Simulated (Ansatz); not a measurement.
# Fe: the cost of one run

Computed with Ansatz 0.2.0 (DFT PBE, scalar-relativistic, plane waves, PAW, unless a step's input says otherwise).

The COD entry's cell or inner coordinates are ideal or old and differ from later refinements, so a difference from it is no clean test against experiment.

**1. The system as given**

The structure is cubic, space group Im-3m (No. 229). Conventional cell: a = 2.831 Å, b = 2.831 Å, c = 2.831 Å, α = 90.00°, β = 90.00°, γ = 90.00°. Fe (site symmetry m-3m) has 8 Fe at 2.45 Å as nearest neighbours.

Structure file:

```xyz
1
Lattice="-1.4156 1.4156 1.4156 1.4156 -1.4156 1.4156 1.4156 1.4156 -1.4156" Properties=species:S:1:pos:R:3 pbc="T T T"
Fe    0.0000    0.0000    0.0000
```

An earlier run at PBE left this cell at 11.347 Å³/atom and -0.14 GPa (22×22×22 mesh).

**2. Field gradients and densities at the nuclei**

input.yaml

```yaml
crystal:
  lattice:
    - [-1.4155932657, 1.4155932657, 1.4155932657]
    - [1.4155932657, -1.4155932657, 1.4155932657]
    - [1.4155932657, 1.4155932657, -1.4155932657]
  atoms:
    - { symbol: Fe, position: [0.0, 0.0, 0.0], spin: 2.43 }
basis:
  ecutwfc: 420
  ecutrho_ratio: 4
kpoints:
  mp_grid: { grid: [22, 22, 22] }
hamiltonian:
  xc: pbe
scf:
  occupations: { method: gaussian, width: 0.05 }
  lower_state_search: "off"
output:
  forces: true
  stress: true
  eigenvalues: true
  populations: true
  efg: { contact_densities: true, quadrupole_moments_barn: { Fe: 0.16 } }
magnetization:
  spin_polarized: true
checkpoint:
  read: start.run
  write: ck
  compress: false
  write_wavefunctions: false
  write_every: 100000
```

It reads its starting density from start.run, saved by an earlier run on this cell.

Launch:

```console
> ansatz run input.yaml --threads 1 --pin off --max-ram 2560MiB --backend cpu --events-out ev --progress --plain --runs-dir out
```

What time and memory should one allow on 1 thread of AMD EPYC 7R43 (Zen 3), shared host?

About 10 s, with a peak of 0.45 GiB.
